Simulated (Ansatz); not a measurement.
# Si2NH7 + HCl: a complex and its separated parts, part 2 of 2

Ansatz 0.2.0, Gaussian basis. Earlier steps stand in the parts before.

### 13 CAM-B3LYP-D4/def2-TZVPP

The inputs:

parta/in.yaml

```yaml
crystal:
  periodic: [false, false, false]
  atoms:
    - {symbol: Si, position_ang: [-0.887386, -0.323025, -0.790129]}
    - {symbol: Si, position_ang: [0.624525, -1.419707, 0.638672]}
    - {symbol: H, position_ang: [-1.231507, -1.247485, -1.905107]}
    - {symbol: H, position_ang: [-2.118836, -0.008201, -0.015110]}
    - {symbol: N, position_ang: [-0.317810, 1.150418, -1.489200]}
    - {symbol: H, position_ang: [0.997833, -0.537730, 1.781044]}
    - {symbol: H, position_ang: [0.047924, -2.677185, 1.192989]}
    - {symbol: H, position_ang: [1.876537, -1.766669, -0.092307]}
    - {symbol: H, position_ang: [0.412148, 1.110398, -2.183206]}
    - {symbol: H, position_ang: [-0.191925, 1.954958, -0.895066]}
basis:
  gaussian: {orbitals: def2-TZVPP}
hamiltonian: {xc: {name: CAM-B3LYP}, dispersion: d4}
```

partb/in.yaml

```yaml
crystal:
  periodic: [false, false, false]
  atoms:
    - {symbol: H, position_ang: [0.571458, 1.268629, 1.912201]}
    - {symbol: Cl, position_ang: [0.216938, 2.495500, 1.845216]}
basis:
  gaussian: {orbitals: def2-TZVPP}
hamiltonian: {xc: {name: CAM-B3LYP}, dispersion: d4}
```

Each run has its own folder and the same command.

The run is started by

```sh
> ansatz run in.yaml --threads 4 --pin off --events-out ev --progress --plain --max-ram 9574MiB
```

Log of parta, cut to the lines that bear on the results:

```text
Functional definition: CAM-B3LYP
  name "CAM-B3LYP"
  cite "Yanai, Tew & Handy, Chem. Phys. Lett. 393, 51 (2004) doi:10.1016/j.cplett.2004.06.011"
  cite "Iikura, Tsuneda, Yanai & Hirao, J. Chem. Phys. 115, 3540 (2001) doi:10.1063/1.1383587"
  cite "Becke, Phys. Rev. A 38, 3098 (1988) doi:10.1103/PhysRevA.38.3098"
  cite "Lee, Yang & Parr, Phys. Rev. B 37, 785 (1988) doi:10.1103/PhysRevB.37.785"
[...]
  # Exact exchange under (alpha + beta erf(omega r))/r, Becke's under what is left of 1/r.
[...]
1150 factors; their error is unknown
312 factors; integrals over basis functions are off by at most 1.6e-5 eV
[...]
mean field -17360.55960212 eV, -637.9887979679 hartree, gradient 7.1e-5 eV, S^2 0.000000; 0 other end points of the search recorded, 0 dependent functions left out
reference -17360.55973727 eV, -637.9888029348 hartree; 21, 21 occupied and 192, 192 virtual orbitals, 1150 factors
Total energy: -17360.71874112 eV, -637.9946462185 hartree
```

partb printed, cut to the lines that bear on the results:

```text
[... 6 set-up lines as earlier in the session ...]
[...]
  # Exact exchange under (alpha + beta erf(omega r))/r, Becke's under what is left of 1/r.
[...]
372 factors; their error is unknown
66 factors; integrals over basis functions are off by at most 7.5e-5 eV
[...]
mean field -12539.88294161 eV, -460.8321982662 hartree, gradient 2.6e-5 eV, S^2 0.000000; 0 other end points of the search recorded, 0 dependent functions left out
reference -12539.88301588 eV, -460.8322009957 hartree; 9, 9 occupied and 47, 47 virtual orbitals, 372 factors
Total energy: -12539.88749748 eV, -460.8323656914 hartree
```

They took 1.8 s (parta), 0.2 s (partb) on 4 threads of Arm Neoverse V1, shared host.

### 14 wB97X-V/def2-TZVPP

Each input of step 13 (parta, partb) changes in the same lines:

```diff
-hamiltonian: {xc: {name: CAM-B3LYP}, dispersion: d4}
+hamiltonian: {xc: {name: wB97X-V}}
```

One command serves all of them, each in its own folder.

The run is started by

```sh
> ansatz run in.yaml --threads 4 --pin off --events-out ev --progress --plain --max-ram 9574MiB
```

Log of parta, cut to the lines that bear on the results:

```text
Functional definition: wB97X-V
  name "wB97X-V"
  cite "Mardirossian & Head-Gordon, Phys. Chem. Chem. Phys. 16, 9904 (2014) doi:10.1039/C3CP54374A"
[... 2 set-up lines as earlier in the session ...]
[...]
      + integral(e_c_pw_opposite_spin*poly(b97_u_opposite, cos0, cos1)) + vv10(b, c)
1150 factors; their error is unknown
281 factors; integrals over basis functions are off by at most 1.3e-5 eV
[...]
mean field -17358.00318071 eV, -637.8948512141 hartree, gradient 5.5e-5 eV, S^2 0.000000; 0 other end points of the search recorded, 0 dependent functions left out
reference -17358.00317838 eV, -637.8948511285 hartree; 21, 21 occupied and 192, 192 virtual orbitals, 1150 factors
Total energy: -17358.00317838 eV, -637.8948511285 hartree
```

Output in partb, cut to the lines that bear on the results:

```text
[... 5 set-up lines as earlier in the session ...]
[...]
      + integral(e_c_pw_opposite_spin*poly(b97_u_opposite, cos0, cos1)) + vv10(b, c)
369 factors; their error is unknown
61 factors; integrals over basis functions are off by at most 9.0e-5 eV
[...]
mean field -12537.61273192 eV, -460.7487695991 hartree, gradient 5.7e-5 eV, S^2 0.000000; 0 other end points of the search recorded, 0 dependent functions left out
reference -12537.61273097 eV, -460.7487695642 hartree; 9, 9 occupied and 47, 47 virtual orbitals, 369 factors
Total energy: -12537.61273097 eV, -460.7487695642 hartree
```

Times: 4.5 s (parta), 0.4 s (partb) on 4 threads of Arm Neoverse V1, shared host.

### 15 wB97M-V/def2-TZVPP

The same edit goes into each in.yaml of step 14 (parta, partb):

```diff
-hamiltonian: {xc: {name: wB97X-V}}
+hamiltonian: {xc: {name: wB97M-V}}
```

One command serves all of them, each in its own folder.

The run is started by

```sh
> ansatz run in.yaml --threads 4 --pin off --events-out ev --progress --plain --max-ram 9574MiB
```

Output in parta, cut to the lines that bear on the results:

```text
Functional definition: wB97M-V
  name "wB97M-V"
  cite "Mardirossian & Head-Gordon, J. Chem. Phys. 144, 214110 (2016) doi:10.1063/1.4952647"
[... 2 set-up lines as earlier in the session ...]
  # Of w^i u^j: cxij and so on, Table III.
[...]
  gx(w, u) = 1 - cx + cx01*u + cx10*w
[...]
      + integral(e_c_pw_mod_opposite_spin*gos(b97_w_opposite, b97_u_opposite)) + vv10(b, c)
1150 factors; their error is unknown
281 factors; integrals over basis functions are off by at most 1.3e-5 eV
[...]
mean field -17358.63072989 eV, -637.9179132210 hartree, gradient 1.7e-5 eV, S^2 0.000000; 0 other end points of the search recorded, 0 dependent functions left out
reference -17358.63078641 eV, -637.9179152978 hartree; 21, 21 occupied and 192, 192 virtual orbitals, 1150 factors
Total energy: -17358.63078641 eV, -637.9179152978 hartree
```

Output in partb, cut to the lines that bear on the results:

```text
[... 5 set-up lines as earlier in the session ...]
  # Of w^i u^j: cxij and so on, Table III.
[...]
  gx(w, u) = 1 - cx + cx01*u + cx10*w
[...]
      + integral(e_c_pw_mod_opposite_spin*gos(b97_w_opposite, b97_u_opposite)) + vv10(b, c)
369 factors; their error is unknown
61 factors; integrals over basis functions are off by at most 9.0e-5 eV
[...]
mean field -12538.73839140 eV, -460.7901368218 hartree, gradient 5.6e-5 eV, S^2 0.000000; 0 other end points of the search recorded, 0 dependent functions left out
reference -12538.73841445 eV, -460.7901376688 hartree; 9, 9 occupied and 47, 47 virtual orbitals, 369 factors
Total energy: -12538.73841445 eV, -460.7901376688 hartree
```

Wall times: 5 s (parta), 0.45 s (partb) on 4 threads of Arm Neoverse V1, shared host.

### 16 B2PLYP/def2-TZVPP

The same edit goes into each in.yaml of step 15 (parta, partb):

```diff
-hamiltonian: {xc: {name: wB97M-V}}
+hamiltonian: {xc: {name: B2PLYP}}
```

The same command starts each run, in its folder.

The run is started by

```sh
> ansatz run in.yaml --threads 4 --pin off --events-out ev --progress --plain --max-ram 9574MiB
```

parta printed, cut to the lines that bear on the results:

```text
Functional definition: B2PLYP
  name "B2PLYP"
  cite "Grimme, J. Chem. Phys. 124, 034108 (2006) doi:10.1063/1.2148954"
[... 2 set-up lines as earlier in the session ...]
[...]
1203 factors; integrals over basis functions are off by at most 8.9e-4 eV
[...]
mean field -17348.74073526 eV, -637.5544626219 hartree, gradient 4.6e-6 eV, S^2 0.000000; 0 other end points of the search recorded, 0 dependent functions left out
11 core orbitals not correlated: weight in the atoms' cores, before any rotation towards them, 1.000 or more for the frozen orbitals, at most 0.000 for the correlated occupied ones
reference -17348.74091160 eV, -637.5544691024 hartree; 10, 10 occupied and 192, 192 virtual orbitals, 1203 factors
second order -15.75105205 eV of doubles, -0.00000000 eV of singles
Total energy: -17352.99369565 eV, -637.7107560337 hartree
```

partb printed, cut to the lines that bear on the results:

```text
[... 5 set-up lines as earlier in the session ...]
[...]
322 factors; integrals over basis functions are off by at most 1.4e-3 eV
[...]
mean field -12534.13736448 eV, -460.6210522011 hartree, gradient 9.7e-6 eV, S^2 0.000000; 0 other end points of the search recorded, 0 dependent functions left out
5 core orbitals not correlated: weight in the atoms' cores, before any rotation towards them, 1.000 or more for the frozen orbitals, at most 0.000 for the correlated occupied ones
reference -12534.13746123 eV, -460.6210557568 hartree; 4, 4 occupied and 47, 47 virtual orbitals, 322 factors
second order -6.68491361 eV of doubles, -0.00000000 eV of singles
Total energy: -12535.94238791 eV, -460.6873855888 hartree
```

They took 2.9 s (parta), 0.25 s (partb) on 4 threads of Arm Neoverse V1, shared host.

### 17 PBE-QIDH/def2-TZVPP

The same edit goes into each in.yaml of step 16 (parta, partb):

```diff
-hamiltonian: {xc: {name: B2PLYP}}
+hamiltonian: {xc: {name: PBE-QIDH}}
```

One command serves all of them, each in its own folder.

The run is started by

```sh
> ansatz run in.yaml --threads 4 --pin off --events-out ev --progress --plain --max-ram 9574MiB
```

Log of parta, cut to the lines that bear on the results:

```text
Functional definition: PBE-QIDH
  name "PBE-QIDH"
  cite "Brémond, Sancho-García, Pérez-Jiménez & Adamo, J. Chem. Phys. 141, 031101 (2014) doi:10.1063/1.4890314"
[... 1 set-up line as earlier in the session ...]
[...]
1203 factors; integrals over basis functions are off by at most 8.9e-4 eV
[...]
mean field -17342.71591378 eV, -637.3330545163 hartree, gradient 4.1e-6 eV, S^2 0.000000; 0 other end points of the search recorded, 0 dependent functions left out
11 core orbitals not correlated: weight in the atoms' cores, before any rotation towards them, 1.000 or more for the frozen orbitals, at most 0.000 for the correlated occupied ones
reference -17342.71592765 eV, -637.3330550259 hartree; 10, 10 occupied and 192, 192 virtual orbitals, 1203 factors
second order -14.62452410 eV of doubles, -0.00000000 eV of singles
Total energy: -17347.59076901 eV, -637.5122021418 hartree
```

Log of partb, cut to the lines that bear on the results:

```text
[... 4 set-up lines as earlier in the session ...]
[...]
322 factors; integrals over basis functions are off by at most 1.4e-3 eV
[...]
mean field -12531.03297163 eV, -460.5069678681 hartree, gradient 2.4e-6 eV, S^2 0.000000; 0 other end points of the search recorded, 0 dependent functions left out
5 core orbitals not correlated: weight in the atoms' cores, before any rotation towards them, 1.000 or more for the frozen orbitals, at most 0.000 for the correlated occupied ones
reference -12531.03297800 eV, -460.5069681022 hartree; 4, 4 occupied and 47, 47 virtual orbitals, 322 factors
second order -6.22514649 eV of doubles, -0.00000000 eV of singles
Total energy: -12533.10802683 eV, -460.5832247402 hartree
```

Times: 2.9 s (parta), 0.25 s (partb) on 4 threads of Arm Neoverse V1, shared host.

### 18 RPA on PBE/def2-TZVPP

Each input of step 17 (parta, partb) changes in the same lines:

```diff
-hamiltonian: {xc: {name: PBE-QIDH}}
+hamiltonian: {xc: pbe}
+correlation: {method: rpa}
```

Each run has its own folder and the same command.

The run is started by

```sh
> ansatz run in.yaml --threads 4 --pin off --events-out ev --progress --plain --max-ram 9574MiB
```

Log of parta, cut to the lines that bear on the results:

```text
[... 4 set-up lines as earlier in the session ...]
[...]
1203 factors; integrals over basis functions are off by at most 8.9e-4 eV
[...]
mean field -17350.56445425 eV, -637.6214830588 hartree, gradient 8.8e-6 eV, S^2 0.000000; 0 other end points of the search recorded, 0 dependent functions left out
11 core orbitals not correlated: weight in the atoms' cores, before any rotation towards them, 1.000 or more for the frozen orbitals, at most 0.000 for the correlated occupied ones
reference -17317.57930769 eV, -636.4093012806 hartree; 10, 10 occupied and 192, 192 virtual orbitals, 1203 factors
Total energy: -17341.36640367 eV, -637.2834609347 hartree
```

Output in partb, cut to the lines that bear on the results:

```text
[... 4 set-up lines as earlier in the session ...]
[...]
322 factors; integrals over basis functions are off by at most 1.4e-3 eV
[...]
mean field -12534.30961419 eV, -460.6273822612 hartree, gradient 3.3e-6 eV, S^2 0.000000; 0 other end points of the search recorded, 0 dependent functions left out
5 core orbitals not correlated: weight in the atoms' cores, before any rotation towards them, 1.000 or more for the frozen orbitals, at most 0.000 for the correlated occupied ones
reference -12519.65925751 eV, -460.0889915837 hartree; 4, 4 occupied and 47, 47 virtual orbitals, 322 factors
Total energy: -12529.02201286 eV, -460.4330664966 hartree
```

They took 2.7 s (parta), 0.25 s (partb) on 4 threads of Arm Neoverse V1, shared host.

### 19 CCSD(T)/def2-TZVPP

The same edit goes into each in.yaml of step 18 (parta, partb):

```diff
-hamiltonian: {xc: pbe}
-correlation: {method: rpa}
+correlation: {method: ccsd_t}
```

The same command starts each run, in its folder.

The run is started by

```sh
> ansatz run in.yaml --threads 4 --pin off --events-out ev --progress --plain --max-ram 9574MiB
```

Log of parta, cut to the lines that bear on the results:

```text
Functional definition: HF
  name "HF"
  cite "Fock, Z. Phys. 61, 126 (1930) doi:10.1007/BF01340294"
[... 1 set-up line as earlier in the session ...]
[...]
1203 factors; integrals over basis functions are off by at most 8.9e-4 eV
[...]
mean field -17318.80203033 eV, -636.4542355089 hartree, gradient 5.7e-6 eV, S^2 0.000000; 0 other end points of the search recorded, 0 dependent functions left out
11 core orbitals not correlated: weight in the atoms' cores, before any rotation towards them, 1.000 or more for the frozen orbitals, at most 0.000 for the correlated occupied ones
reference -17318.80203033 eV, -636.4542355089 hartree; 10, 10 occupied and 192, 192 virtual orbitals, 1203 factors
second order -12.91235834 eV of doubles, -0.00000000 eV of singles
cycle   1  -13.83262054 eV  change   -9.2e-1 eV  update   8.4e-2
[...]
cycle   9  -14.31028280 eV  change   -1.4e-5 eV  update   2.1e-5
perturbative correction -0.49061878 eV, -0.0180299078 hartree
Total energy: -17333.60293191 eV, -636.9981586097 hartree
```

Log of partb, cut to the lines that bear on the results:

```text
[... 4 set-up lines as earlier in the session ...]
[...]
322 factors; integrals over basis functions are off by at most 1.4e-3 eV
[...]
mean field -12519.93380254 eV, -460.0990809276 hartree, gradient 2.9e-6 eV, S^2 0.000000; 0 other end points of the search recorded, 0 dependent functions left out
5 core orbitals not correlated: weight in the atoms' cores, before any rotation towards them, 1.000 or more for the frozen orbitals, at most 0.000 for the correlated occupied ones
reference -12519.93380254 eV, -460.0990809276 hartree; 4, 4 occupied and 47, 47 virtual orbitals, 322 factors
second order -5.53925415 eV of doubles, -0.00000000 eV of singles
cycle   1  -5.96027934 eV  change   -4.2e-1 eV  update   3.9e-2
[...]
cycle   7  -6.10181980 eV  change   -6.1e-6 eV  update   7.9e-6
perturbative correction -0.21572181 eV, -0.0079276304 hartree
Total energy: -12526.25134416 eV, -460.3312462998 hartree
```

Times: 28 s (parta), 0.2 s (partb) on 4 threads of Arm Neoverse V1, shared host; peak memory 2.8 GiB.

### 20 Vibrations of Si2NH7

Contents of vib-parta/in.yaml:

```yaml
crystal:
  periodic: [false, false, false]
  atoms:
    - {symbol: Si, position_ang: [-0.887386, -0.323025, -0.790129]}
    - {symbol: Si, position_ang: [0.624525, -1.419707, 0.638672]}
    - {symbol: H, position_ang: [-1.231507, -1.247485, -1.905107]}
    - {symbol: H, position_ang: [-2.118836, -0.008201, -0.015110]}
    - {symbol: N, position_ang: [-0.317810, 1.150418, -1.489200]}
    - {symbol: H, position_ang: [0.997833, -0.537730, 1.781044]}
    - {symbol: H, position_ang: [0.047924, -2.677185, 1.192989]}
    - {symbol: H, position_ang: [1.876537, -1.766669, -0.092307]}
    - {symbol: H, position_ang: [0.412148, 1.110398, -2.183206]}
    - {symbol: H, position_ang: [-0.191925, 1.954958, -0.895066]}
basis:
  gaussian: {orbitals: def2-TZVP}
hamiltonian: {xc: pbe0, dispersion: d4}
phonons: {temperatures: {t_min: 298.15, t_max: 900, t_step: 200}}
```

The run is started by

```sh
> ansatz run in.yaml --threads 4 --pin off --events-out ev --progress --plain --max-ram 9574MiB
```

Standard output, cut to the lines that bear on the results:

```text
[... 5 set-up lines as earlier in the session ...]
[...]
999 factors; their error is unknown
[...]
mean field -17352.33542142 eV, -637.6865649020 hartree, gradient 2.3e-5 eV, S^2 0.000000; 0 other end points of the search recorded, 0 dependent functions left out
[...]
Atom 8 at     0.412148     1.110398    -2.183206 Å, force    -0.000096    -0.000442    -0.000033 eV/Å
Atom 9 at    -0.191925     1.954958    -0.895066 Å, force    -0.000188    -0.000600    -0.000490 eV/Å
Dipole moment:     0.162022     0.211472    -0.062598 e Å
Vibrations: 106.21 131.75 149.75 334.31 401.13 424.10 507.34 557.73 723.80 825.62 836.23 891.81 916.43 919.95 937.48 943.05 1584.20 2197.31 2205.06 2206.31 2212.75 2216.94 3594.79 3686.50 cm⁻¹, zero-point energy 1.829421 eV
```

Run time: 56 s. Hardware: 4 threads of Arm Neoverse V1, shared host.

Wavenumbers and character of the modes:

| mode | wavenumber (cm⁻¹) | character |
| --- | --- | --- |
| 1 | 106 | torsion |
| 2 | 132 | torsion |
| 3 | 150 | bend |
| 4 | 334 | bend with torsion |
| 5 | 401 | Si–Si stretch |
| 6 | 424 | torsion |
| 7 | 507 | bend |
| 8 | 558 | bend with torsion |
| 9 | 724 | bend |
| 10 | 826 | bend |
| 11 | 836 | Si–N stretch with bend |
| 12 | 892 | bend with torsion |
| 13 | 916 | bend |
| 14 | 920 | bend with torsion |
| 15 | 937 | bend with torsion |
| 16 | 943 | bend with torsion |
| 17 | 1584 | bend |
| 18 | 2197 | Si–H stretch |
| 19 | 2205 | Si–H stretch |
| 20 | 2206 | Si–H stretch |
| 21 | 2213 | Si–H stretch |
| 22 | 2217 | Si–H stretch |
| 23 | 3595 | N–H stretch |
| 24 | 3686 | N–H stretch |

Vibrational sums (real modes only):

| T (K) | entropy (J/mol/K) | heat capacity (J/mol/K) |
| --- | --- | --- |
| 298 | 60.6 | 71.3 |
| 498 | 106.0 | 105.7 |
| 698 | 145.5 | 128.0 |
| 898 | 179.7 | 144.0 |

### 21 Vibrations of HCl

Contents of vib-partb/in.yaml:

```yaml
crystal:
  periodic: [false, false, false]
  atoms:
    - {symbol: H, position_ang: [0.571458, 1.268629, 1.912201]}
    - {symbol: Cl, position_ang: [0.216938, 2.495500, 1.845216]}
basis:
  gaussian: {orbitals: def2-TZVP}
hamiltonian: {xc: pbe0, dispersion: d4}
phonons: {temperatures: {t_min: 298.15, t_max: 900, t_step: 200}}
```

The run is started by

```sh
> ansatz run in.yaml --threads 4 --pin off --events-out ev --progress --plain --max-ram 9574MiB
```

Standard output, cut to the lines that bear on the results:

```text
[... 5 set-up lines as earlier in the session ...]
[...]
312 factors; their error is unknown
[...]
mean field -12535.31645841 eV, -460.6643831038 hartree, gradient 4.2e-5 eV, S^2 0.000000; 0 other end points of the search recorded, 0 dependent functions left out
[...]
reference -12535.31637019 eV, -460.6643798620 hartree; 9, 9 occupied and 34, 34 virtual orbitals, 312 factors
Total energy: -12535.32105162 eV, -460.6645519013 hartree
Atom 0 at     0.571458     1.268629     1.912201 Å, force     0.000431    -0.001492     0.000081 eV/Å
Atom 1 at     0.216938     2.495500     1.845216 Å, force    -0.000431     0.001492    -0.000081 eV/Å
Dipole moment:     0.072800    -0.251937     0.013755 e Å
Vibrations: 2997.39 cm⁻¹, zero-point energy 0.185815 eV
```

Run time: 1.1 s. Hardware: 4 threads of Arm Neoverse V1, shared host.

Wavenumbers and character of the modes:

| mode | wavenumber (cm⁻¹) | character |
| --- | --- | --- |
| 1 | 2997 | Cl–H stretch |

Vibrational sums (real modes only):

| T (K) | entropy (J/mol/K) | heat capacity (J/mol/K) |
| --- | --- | --- |
| 298 | 0.0 | 0.0 |
| 498 | 0.0 | 0.1 |
| 698 | 0.1 | 0.7 |
| 898 | 0.4 | 1.6 |

### 22 Complex less separated parts

The complex's own energies come from single points at the same levels.

Rows are in def2-TZVPP; times add the 3 runs of a level on a shared host, so small differences are noise.

Differences are taken before rounding.

| method | rung | complex less parts (kJ/mol) | from CCSD(T) (kJ/mol) | time |
| --- | --- | --- | --- | --- |
| SPW92 | LDA | -25.7 | -15.2 | 2.4 s |
| PBE-D4 | GGA | -17.7 | -7.2 | 3.6 s |
| BLYP-D4 | GGA | -16.2 | -5.7 | 4.1 s |
| r2SCAN-D4 | meta-GGA | -13.4 | -3.0 | 8.5 s |
| B97M-V | meta-GGA | -14.3 | -3.8 | 16 s |
| PBE0-D4 | hybrid | -15.0 | -4.5 | 6.6 s |
| B3LYP-D4 | hybrid | -15.0 | -4.6 | 5 s |
| r2SCAN0-D4 | hybrid | -12.7 | -2.2 | 9.1 s |
| BHLYP-D4 | hybrid | -13.7 | -3.2 | 5.1 s |
| CAM-B3LYP-D4 | range-separated hybrid | -14.1 | -3.7 | 6 s |
| wB97X-V | range-separated hybrid | -12.0 | -1.6 | 14 s |
| wB97M-V | range-separated hybrid | -12.6 | -2.1 | 16 s |
| B2PLYP | double hybrid | -7.6 | +2.8 | 9.6 s |
| PBE-QIDH | double hybrid | -9.6 | +0.9 | 9.7 s |
| RPA on PBE | RPA | -7.0 | +3.4 | 8.4 s |
| Hartree-Fock | wavefunction | 4.1 | +14.6 |  |
| MP2 | wavefunction | -11.8 | -1.4 |  |
| CCSD | wavefunction | -8.0 | +2.5 |  |
| CCSD(T) | wavefunction | -10.5 | 0 | 3 min |

Among the levels timed on like hardware and quicker than the yardstick, those that no quicker one beats, quickest first: SPW92 (2.4 s, -15.2 kJ/mol); PBE-D4 (3.6 s, -7.2 kJ/mol); BLYP-D4 (4.1 s, -5.7 kJ/mol); B3LYP-D4 (5 s, -4.6 kJ/mol); BHLYP-D4 (5.1 s, -3.2 kJ/mol); r2SCAN-D4 (8.5 s, -3.0 kJ/mol); r2SCAN0-D4 (9.1 s, -2.2 kJ/mol); PBE-QIDH (9.7 s, +0.9 kJ/mol).

PBE-QIDH reaches 0.9 kJ/mol from the reference in 9.7 s, where CCSD(T) took 3 min; the quickest level in the cost chart, SPW92, takes 2.4 s and misses by 15.2 kJ/mol.

The complex's zero-point energy, from a separate PBE0-D4 run, is 2.061 eV.

### 23 Results

This closing draws on all 2 parts.

| quantity | value |
| --- | --- |
| complex less parts, CCSD(T)/def2-TZVPP | -10.5 kJ/mol |
| with zero-point energy | -6.1 kJ/mol |
| largest T1 diagnostic | 0.012 |

What this shows: At CCSD(T) the complex lies 10.5 kJ/mol below its parts. The functionals run from PBE-QIDH, off by +0.9 kJ/mol, to SPW92, off by -15.2 kJ/mol, against CCSD(T). By rung, the mean size of the error is: LDA 15.2, GGA 6.5, meta-GGA 3.4, hybrid 3.6, range-separated hybrid 2.5, double hybrid 1.9 kJ/mol. PBE-D4 gives a relative energy 7.2 kJ/mol too low, an error of 69 % of the reference. No counterpoise was applied, and triple zeta lacks some correlation, so the CCSD(T) reference has a basis error of its own, and close matches with it are partly luck.
